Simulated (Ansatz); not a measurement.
# SnCl₂ + HCl: a complex and its separated parts

The complex below is one end of an elementary step. How strongly is it bound against its free parts?

Method: PBE0-D4/def2-TZVP structures, single points in def2-TZVPP, no counterpoise correction; program: Ansatz 0.2.0, Gaussian basis.

Levels: SPW92, PBE-D4, BLYP-D4, r2SCAN-D4, B97M-V, PBE0-D4, B3LYP-D4, r2SCAN0-D4, BHLYP-D4, CAM-B3LYP-D4, wB97X-V, wB97M-V, B2PLYP, PBE-QIDH, RPA on PBE, Hartree-Fock, MP2, CCSD, CCSD(T).

Cores are frozen in the correlated methods. Filled d shells of the heavier atoms are correlated. Core potentials replace the inner electrons past krypton, and spin-orbit coupling is left out. B3LYP uses VWN-RPA correlation. B2PLYP carries no dispersion term here.

20 further runs of the same task are left out: 20 set aside as unsound or not needed.

**1. Where the work starts**

The complex: 5 atoms, charge 0, spin multiplicity 1.

Atoms are counted from 1 here; the program's logs count them from 0.

Bond lengths: Sn1–Cl2 2.366 Å, Sn1–Cl5 2.425 Å, Cl3–H4 1.301 Å. Angles: Cl2–Sn1–Cl5 97.2°.

As a file:

```xyz
5

Sn    1.39174    0.27616   -0.39120
Cl    1.33558   -2.06612   -0.06111
Cl   -1.50100    0.32263   -1.23152
H    -1.44623    0.57059    0.04446
Cl    0.22001    0.89675    1.63936
```

Its parts: SnCl₂ holds atoms 1, 2, 5; HCl holds atoms 3, 4. Each part counts its atoms afresh in its own runs.

**2. Relaxing SnCl₂ alone**

relax-a/in.yaml reads:

```yaml
crystal:
  periodic: [false, false, false]
  atoms:
    - {symbol: Sn, position_ang: [1.391740, 0.276159, -0.391200]}
    - {symbol: Cl, position_ang: [1.335582, -2.066121, -0.061108]}
    - {symbol: Cl, position_ang: [0.220011, 0.896748, 1.639364]}
basis:
  gaussian: {orbitals: def2-TZVP}
hamiltonian: {xc: pbe0, dispersion: d4}
relax: {f_tol: 0.005, max_steps: 200}
```

No record of the launch command was kept for these runs.

Output, cut to the lines that bear on the results:

```text
Functional definition: PBE0
  name "PBE0"
  cite "Adamo & Barone, J. Chem. Phys. 110, 6158 (1999) doi:10.1063/1.478522"
  cite "Perdew, Burke & Ernzerhof, Phys. Rev. Lett. 77, 3865 (1996) doi:10.1103/PhysRevLett.77.3865"
  parent pbe
[...]
997 factors; their error is unknown
[...]
mean field -30872.63562561 eV, -1134.5484330172 hartree, gradient 5.9e-5 eV, S^2 0.000000; 0 other end points of the search recorded, 0 dependent functions left out
[...]
reference -30872.63565322 eV, -1134.5484340319 hartree; 28, 28 occupied and 96, 96 virtual orbitals, 997 factors
relax step   1: F+E_penalty+E_count = -30872.72420010 eV  Δ(F+E_penalty+E_count) = +0.000e0 eV  max|allowed force component| = 6.193e-1 eV/Å  Δτ_max = 0.0000 Å  (27 SCF iters, accepted)
[...]
relax step   2: F+E_penalty+E_count = -30872.74429700 eV  Δ(F+E_penalty+E_count) = -2.010e-2 eV  max|allowed force component| = 2.414e-1 eV/Å  Δτ_max = 0.0470 Å  (30 SCF iters, accepted)
[...]
relax step   3: F+E_penalty+E_count = -30872.74719568 eV  Δ(F+E_penalty+E_count) = -2.899e-3 eV  max|allowed force component| = 3.922e-3 eV/Å  Δτ_max = 0.0139 Å  (30 SCF iters, accepted)
997 factors; their error is unknown
mean field -30872.65833706 eV, -1134.5492676475 hartree, gradient 1.8e-5 eV, S^2 0.000000; 1 other end points of the search recorded, 0 dependent functions left out
[...]
reference -30872.65836454 eV, -1134.5492686574 hartree; 28, 28 occupied and 96, 96 virtual orbitals, 997 factors
Total energy: -30872.74722316 eV, -1134.5525341516 hartree
Atom 0 at     1.375177     0.278542    -0.361869 Å, force     0.002080     0.002142    -0.003922 eV/Å
Atom 1 at     1.337568    -2.065003    -0.064762 Å, force    -0.000055    -0.003228     0.000414 eV/Å
Atom 2 at     0.234589     0.893246     1.613687 Å, force    -0.002025     0.001085     0.003508 eV/Å
Dipole moment:     0.257871     0.378457    -0.497423 e Å
```

Run time: 4.7 s. Hardware: 4 threads, shared host; peak memory 0.26 GiB.

Step by step:

| step | energy from step 1 (eV) | largest force component (eV/Å) |
| --- | --- | --- |
| 1 | 0.0000 | 0.6193 |
| 2 | -0.0201 | 0.2414 |
| 3 | -0.0230 | 0.0039 |

Close pairs (by a distance rule), those that changed most:

| bond | before (Å) | after (Å) | change (Å) |
| --- | --- | --- | --- |
| Sn1–Cl3 | 2.425 | 2.363 | -0.063 |
| Sn1–Cl2 | 2.366 | 2.363 | -0.003 |

**3. Relaxing HCl alone**

relax-b/in.yaml reads:

```yaml
crystal:
  periodic: [false, false, false]
  atoms:
    - {symbol: Cl, position_ang: [-1.501000, 0.322626, -1.231520]}
    - {symbol: H, position_ang: [-1.446233, 0.570587, 0.044464]}
basis:
  gaussian: {orbitals: def2-TZVP}
hamiltonian: {xc: pbe0, dispersion: d4}
relax: {f_tol: 0.005, max_steps: 200}
```

Output, cut to the lines that bear on the results:

```text
[... 5 set-up lines as earlier in the session ...]
[...]
312 factors; their error is unknown
[...]
mean field -12535.30881947 eV, -460.6641023781 hartree, gradient 4.2e-5 eV, S^2 0.000000; 0 other end points of the search recorded, 0 dependent functions left out
[...]
reference -12535.30883493 eV, -460.6641029463 hartree; 9, 9 occupied and 34, 34 virtual orbitals, 312 factors
relax step   1: F+E_penalty+E_count = -12535.31341457 eV  Δ(F+E_penalty+E_count) = +0.000e0 eV  max|allowed force component| = 6.619e-1 eV/Å  Δτ_max = 0.0000 Å  (21 SCF iters, accepted)
[...]
relax step   3: F+E_penalty+E_count = -12535.32103468 eV  Δ(F+E_penalty+E_count) = -1.216e-3 eV  max|allowed force component| = 1.008e-2 eV/Å  Δτ_max = 0.0045 Å  (25 SCF iters, accepted)
[...]
relax step   4: F+E_penalty+E_count = -12535.32103619 eV  Δ(F+E_penalty+E_count) = -1.501e-6 eV  max|allowed force component| = 2.828e-3 eV/Å  Δτ_max = 0.0002 Å  (17 SCF iters, accepted)
312 factors; their error is unknown
mean field -12535.31645821 eV, -460.6643830964 hartree, gradient 2.6e-5 eV, S^2 0.000000; 1 other end points of the search recorded, 0 dependent functions left out
[...]
reference -12535.31647355 eV, -460.6643836604 hartree; 9, 9 occupied and 34, 34 virtual orbitals, 312 factors
Total energy: -12535.32105153 eV, -460.6645518980 hartree
Atom 0 at    -1.500536     0.324727    -1.220708 Å, force     0.000121     0.000550     0.002828 eV/Å
Atom 1 at    -1.446697     0.568486     0.033652 Å, force    -0.000121    -0.000550    -0.002828 eV/Å
Dipole moment:     0.011056     0.050056     0.257582 e Å
```

Run time: 0.65 s. Hardware: 4 threads, shared host.

Step by step:

| step | energy from step 1 (eV) | largest force component (eV/Å) |
| --- | --- | --- |
| 1 | 0.0000 | 0.6619 |
| 2 | -0.0064 | 0.2710 |
| 3 | -0.0076 | 0.0101 |
| 4 | -0.0076 | 0.0028 |

The bond:

| bond | before (Å) | after (Å) | change (Å) |
| --- | --- | --- | --- |
| Cl1–H2 | 1.301 | 1.279 | -0.022 |

**4. wB97M-V/def2-TZVPP**

parta/in.yaml reads:

```yaml
crystal:
  periodic: [false, false, false]
  atoms:
    - {symbol: Sn, position_ang: [1.375177, 0.278542, -0.361869]}
    - {symbol: Cl, position_ang: [1.337568, -2.065003, -0.064762]}
    - {symbol: Cl, position_ang: [0.234589, 0.893246, 1.613687]}
basis:
  gaussian: {orbitals: def2-TZVPP}
hamiltonian: {xc: {name: wB97M-V}}
```

partb/in.yaml reads:

```yaml
crystal:
  periodic: [false, false, false]
  atoms:
    - {symbol: Cl, position_ang: [-1.500536, 0.324727, -1.220708]}
    - {symbol: H, position_ang: [-1.446697, 0.568486, 0.033652]}
basis:
  gaussian: {orbitals: def2-TZVPP}
hamiltonian: {xc: {name: wB97M-V}}
```

Output in parta, cut to the lines that bear on the results:

```text
Functional definition: wB97M-V
  name "wB97M-V"
  cite "Mardirossian & Head-Gordon, J. Chem. Phys. 144, 214110 (2016) doi:10.1063/1.4952647"
  cite "Becke, J. Chem. Phys. 107, 8554 (1997) doi:10.1063/1.475007"
  cite "Vydrov & Van Voorhis, J. Chem. Phys. 133, 244103 (2010) doi:10.1063/1.3521275"
  # Of w^i u^j: cxij and so on, Table III.
[...]
  gx(w, u) = 1 - cx + cx01*u + cx10*w
  gss(w, u) = css00 + css04*u^4 + css10*w + css20*w^2 + css43*w^4*u^3
  gos(w, u) = cos00 + cos10*w + (cos20 + cos21*u)*w^2 + (cos60 + cos61*u)*w^6
[...]
      + integral(e_c_pw_mod_opposite_spin*gos(b97_w_opposite, b97_u_opposite)) + vv10(b, c)
1052 factors; their error is unknown
164 factors; integrals over basis functions are off by at most 5.9e-5 eV
[...]
mean field -30878.26477766 eV, -1134.7553005394 hartree, gradient 1.3e-5 eV, S^2 0.000000; 0 other end points of the search recorded, 0 dependent functions left out
reference -30878.26481956 eV, -1134.7553020794 hartree; 28, 28 occupied and 106, 106 virtual orbitals, 1052 factors
Total energy: -30878.26481956 eV, -1134.7553020794 hartree
```

Output in partb, cut to the lines that bear on the results:

```text
[... 5 set-up lines as earlier in the session ...]
  # Of w^i u^j: cxij and so on, Table III.
[...]
  gx(w, u) = 1 - cx + cx01*u + cx10*w
  gss(w, u) = css00 + css04*u^4 + css10*w + css20*w^2 + css43*w^4*u^3
  gos(w, u) = cos00 + cos10*w + (cos20 + cos21*u)*w^2 + (cos60 + cos61*u)*w^6
[...]
      + integral(e_c_pw_mod_opposite_spin*gos(b97_w_opposite, b97_u_opposite)) + vv10(b, c)
369 factors; their error is unknown
62 factors; integrals over basis functions are off by at most 9.0e-5 eV
[...]
mean field -12538.73838359 eV, -460.7901365348 hartree, gradient 5.7e-5 eV, S^2 0.000000; 0 other end points of the search recorded, 0 dependent functions left out
reference -12538.73840664 eV, -460.7901373818 hartree; 9, 9 occupied and 47, 47 virtual orbitals, 369 factors
Total energy: -12538.73840664 eV, -460.7901373818 hartree
```

Times: 3.1 s (parta), 0.45 s (partb) on 4 threads, shared host; peak memory 0.39 GiB.

**5. CCSD(T)/def2-TZVPP**

Each input of step 4 (parta, partb) changes in the same lines:

```diff
-hamiltonian: {xc: {name: wB97M-V}}
+correlation: {method: ccsd_t}
```

parta printed, cut to the lines that bear on the results:

```text
Functional definition: HF
  name "HF"
  cite "Fock, Z. Phys. 61, 126 (1930) doi:10.1007/BF01340294"
[... 1 set-up line as earlier in the session ...]
[...]
976 factors; integrals over basis functions are off by at most 1.1e-3 eV
[...]
mean field -30816.80130642 eV, -1132.4965596328 hartree, gradient 7.3e-6 eV, S^2 0.000000; 0 other end points of the search recorded, 0 dependent functions left out
14 core orbitals not correlated: weight in the atoms' cores, before any rotation towards them, 1.000 or more for the frozen orbitals, at most 0.000 for the correlated occupied ones
reference -30816.80130642 eV, -1132.4965596328 hartree; 14, 14 occupied and 106, 106 virtual orbitals, 976 factors
second order -18.38634312 eV of doubles, -0.00000000 eV of singles
cycle   1  -18.48527533 eV  change   -9.9e-2 eV  update   9.8e-2
[...]
cycle   9  -18.95293412 eV  change   -2.7e-5 eV  update   2.8e-5
perturbative correction -0.74056220 eV, -0.0272151589 hartree
Total energy: -30836.49480274 eV, -1133.2202822737 hartree
```

Log of partb, cut to the lines that bear on the results:

```text
[... 4 set-up lines as earlier in the session ...]
[...]
322 factors; integrals over basis functions are off by at most 1.4e-3 eV
[...]
mean field -12519.93373522 eV, -460.0990784534 hartree, gradient 2.9e-6 eV, S^2 0.000000; 0 other end points of the search recorded, 0 dependent functions left out
5 core orbitals not correlated: weight in the atoms' cores, before any rotation towards them, 1.000 or more for the frozen orbitals, at most 0.000 for the correlated occupied ones
reference -12519.93373522 eV, -460.0990784534 hartree; 4, 4 occupied and 47, 47 virtual orbitals, 322 factors
second order -5.53928007 eV of doubles, -0.00000000 eV of singles
cycle   1  -5.96030428 eV  change   -4.2e-1 eV  update   3.9e-2
[...]
cycle   7  -6.10185612 eV  change   -6.2e-6 eV  update   7.9e-6
perturbative correction -0.21572957 eV, -0.0079279154 hartree
Total energy: -12526.25132091 eV, -460.3312454454 hartree
```

Wall times: 3.9 s (parta), 0.2 s (partb) on 4 threads, shared host; peak memory 0.57 GiB.

**6. Vibrations of SnCl₂**

vib-parta/in.yaml reads:

```yaml
crystal:
  periodic: [false, false, false]
  atoms:
    - {symbol: Sn, position_ang: [1.375177, 0.278542, -0.361869]}
    - {symbol: Cl, position_ang: [1.337568, -2.065003, -0.064762]}
    - {symbol: Cl, position_ang: [0.234589, 0.893246, 1.613687]}
basis:
  gaussian: {orbitals: def2-TZVP}
hamiltonian: {xc: pbe0, dispersion: d4}
phonons: {temperatures: {t_min: 298.15, t_max: 900, t_step: 200}}
```

Output, cut to the lines that bear on the results:

```text
[... 5 set-up lines as earlier in the session ...]
[...]
997 factors; their error is unknown
[...]
mean field -30872.65833256 eV, -1134.5492674822 hartree, gradient 1.5e-5 eV, S^2 0.000000; 0 other end points of the search recorded, 0 dependent functions left out
[...]
reference -30872.65836004 eV, -1134.5492684919 hartree; 28, 28 occupied and 96, 96 virtual orbitals, 997 factors
[...]
997 factors; their error is unknown
mean field -30872.65830595 eV, -1134.5492665044 hartree, gradient 1.1e-6 eV, S^2 0.000000; 0 other end points of the search recorded, 0 dependent functions left out
[...]
reference -30872.65833343 eV, -1134.5492675143 hartree; 28, 28 occupied and 96, 96 virtual orbitals, 997 factors
[...]
reference -30872.65833948 eV, -1134.5492677363 hartree; 28, 28 occupied and 96, 96 virtual orbitals, 997 factors
[...]
997 factors; their error is unknown
mean field -30872.65834841 eV, -1134.5492680648 hartree, gradient 1.1e-6 eV, S^2 0.000000; 0 other end points of the search recorded, 0 dependent functions left out
[...]
reference -30872.65837589 eV, -1134.5492690746 hartree; 28, 28 occupied and 96, 96 virtual orbitals, 997 factors
Total energy: -30872.74721866 eV, -1134.5525339861 hartree
Atom 0 at     1.375177     0.278542    -0.361869 Å, force     0.001996     0.002311    -0.003790 eV/Å
Atom 1 at     1.337568    -2.065003    -0.064762 Å, force    -0.000065    -0.003327     0.000443 eV/Å
Atom 2 at     0.234589     0.893246     1.613687 Å, force    -0.001931     0.001016     0.003347 eV/Å
Dipole moment:     0.257871     0.378458    -0.497422 e Å
Vibrations: 120.53 341.45 358.61 cm⁻¹, zero-point energy 0.050870 eV
```

Wall time 12 s (4 threads, shared host); peak memory 0.26 GiB.

Wavenumbers and character of the modes:

| mode | wavenumber (cm⁻¹) | character |
| --- | --- | --- |
| 1 | 121 | bend |
| 2 | 341 | Sn–Cl stretch |
| 3 | 359 | Sn–Cl stretch |

Vibrational sums (real modes only):

| T (K) | entropy (J/mol/K) | heat capacity (J/mol/K) |
| --- | --- | --- |
| 298 | 22.7 | 21.3 |
| 498 | 34.3 | 23.5 |
| 698 | 42.3 | 24.2 |
| 898 | 48.5 | 24.5 |

**7. Vibrations of HCl**

vib-partb/in.yaml reads:

```yaml
crystal:
  periodic: [false, false, false]
  atoms:
    - {symbol: Cl, position_ang: [-1.500536, 0.324727, -1.220708]}
    - {symbol: H, position_ang: [-1.446697, 0.568486, 0.033652]}
basis:
  gaussian: {orbitals: def2-TZVP}
hamiltonian: {xc: pbe0, dispersion: d4}
phonons: {temperatures: {t_min: 298.15, t_max: 900, t_step: 200}}
```

Output, cut to the lines that bear on the results:

```text
[... 5 set-up lines as earlier in the session ...]
[...]
312 factors; their error is unknown
[...]
mean field -12535.31645820 eV, -460.6643830964 hartree, gradient 4.2e-5 eV, S^2 0.000000; 0 other end points of the search recorded, 0 dependent functions left out
[...]
reference -12535.31647355 eV, -460.6643836603 hartree; 9, 9 occupied and 34, 34 virtual orbitals, 312 factors
[...]
312 factors; their error is unknown
[...]
mean field -12535.31645820 eV, -460.6643830960 hartree, gradient 1.1e-6 eV, S^2 0.000000; 0 other end points of the search recorded, 0 dependent functions left out
[...]
reference -12535.31647354 eV, -460.6643836599 hartree; 9, 9 occupied and 34, 34 virtual orbitals, 312 factors
[...]
312 factors; their error is unknown
mean field -12535.31634831 eV, -460.6643790577 hartree, gradient 6.3e-7 eV, S^2 0.000000; 0 other end points of the search recorded, 0 dependent functions left out
[...]
reference -12535.31636366 eV, -460.6643796221 hartree; 9, 9 occupied and 34, 34 virtual orbitals, 312 factors
[...]
312 factors; their error is unknown
[...]
mean field -12535.31636588 eV, -460.6643797034 hartree, gradient 4.5e-7 eV, S^2 0.000000; 0 other end points of the search recorded, 0 dependent functions left out
[...]
reference -12535.31638121 eV, -460.6643802669 hartree; 9, 9 occupied and 34, 34 virtual orbitals, 312 factors
Total energy: -12535.32105153 eV, -460.6645518979 hartree
Atom 0 at    -1.500536     0.324727    -1.220708 Å, force     0.000122     0.000553     0.002847 eV/Å
Atom 1 at    -1.446697     0.568486     0.033652 Å, force    -0.000122    -0.000553    -0.002847 eV/Å
Dipole moment:     0.011056     0.050056     0.257582 e Å
Vibrations: 2996.26 cm⁻¹, zero-point energy 0.185745 eV
```

It took 1.1 s on 4 threads, shared host.

Wavenumbers and character of the modes:

| mode | wavenumber (cm⁻¹) | character |
| --- | --- | --- |
| 1 | 2996 | Cl–H stretch |

Vibrational sums (real modes only):

| T (K) | entropy (J/mol/K) | heat capacity (J/mol/K) |
| --- | --- | --- |
| 298 | 0.0 | 0.0 |
| 498 | 0.0 | 0.1 |
| 698 | 0.1 | 0.7 |
| 898 | 0.4 | 1.6 |

**8. Complex less separated parts**

The complex's own energies come from single points at the same levels. Levels not printed above were run the same way.

Rows are in def2-TZVPP; times add the 3 runs of a level on a shared host, so small differences are noise.

Differences are taken before rounding.

| method | rung | complex less parts (kJ/mol) | from CCSD(T) (kJ/mol) | time |
| --- | --- | --- | --- | --- |
| SPW92 | LDA | -50.9 | -30.4 | 1.4 s |
| PBE-D4 | GGA | -34.8 | -14.3 | 2.2 s |
| BLYP-D4 | GGA | -31.0 | -10.6 | 2.6 s |
| r2SCAN-D4 | meta-GGA | -31.0 | -10.5 | 5.3 s |
| B97M-V | meta-GGA | -27.3 | -6.8 | 9 s |
| PBE0-D4 | hybrid | -31.2 | -10.7 | 3.4 s |
| B3LYP-D4 | hybrid | -29.0 | -8.5 | 3.3 s |
| r2SCAN0-D4 | hybrid | -28.9 | -8.5 | 6.1 s |
| BHLYP-D4 | hybrid | -27.4 | -6.9 | 3.3 s |
| CAM-B3LYP-D4 | range-separated hybrid | -26.7 | -6.2 | 3.9 s |
| wB97X-V | range-separated hybrid | -26.3 | -5.8 | 8.3 s |
| wB97M-V | range-separated hybrid | -28.6 | -8.1 | 9.6 s |
| B2PLYP | double hybrid | -18.6 | +1.8 | 5.6 s |
| PBE-QIDH | double hybrid | -24.6 | -4.2 | 5.9 s |
| RPA on PBE | RPA | -15.2 | +5.2 | 5 s |
| Hartree-Fock | wavefunction | 3.7 | +24.2 |  |
| MP2 | wavefunction | -26.9 | -6.4 |  |
| CCSD | wavefunction | -16.6 | +3.9 |  |
| CCSD(T) | wavefunction | -20.5 | 0 | 57 s |

Among the levels timed on like hardware and quicker than the yardstick, those that no quicker one beats, quickest first: SPW92 (1.4 s, -30.4 kJ/mol); PBE-D4 (2.2 s, -14.3 kJ/mol); BLYP-D4 (2.6 s, -10.6 kJ/mol); B3LYP-D4 (3.3 s, -8.5 kJ/mol); BHLYP-D4 (3.3 s, -6.9 kJ/mol); CAM-B3LYP-D4 (3.9 s, -6.2 kJ/mol); RPA on PBE (5 s, +5.2 kJ/mol); B2PLYP (5.6 s, +1.8 kJ/mol).

For cost: B2PLYP gets within 1.8 kJ/mol in 5.6 s, where CCSD(T) took 57 s; the quickest level in the cost chart, SPW92, takes 1.4 s and misses by 30.4 kJ/mol.

The complex's zero-point energy, from a separate PBE0-D4 run, is 0.280 eV.

**9. Results**

| quantity | value |
| --- | --- |
| complex less parts, CCSD(T)/def2-TZVPP | -20.5 kJ/mol |
| with zero-point energy | -16.3 kJ/mol |
| largest T1 diagnostic | 0.014 |

**Reading.** At CCSD(T) the complex lies 20.5 kJ/mol below its parts. The functionals run from B2PLYP, off by +1.8 kJ/mol, to SPW92, off by -30.4 kJ/mol, against CCSD(T). By rung, the mean size of the error is: LDA 30.4, GGA 12.5, meta-GGA 8.7, hybrid 8.6, range-separated hybrid 6.7, double hybrid 3.0 kJ/mol. PBE-D4 gives a relative energy 14.3 kJ/mol too low, outside chemical accuracy (1 kcal/mol, 4.2 kJ/mol). No counterpoise was applied, and triple zeta lacks some correlation, so the CCSD(T) reference has a basis error of its own, and close matches with it are partly luck.
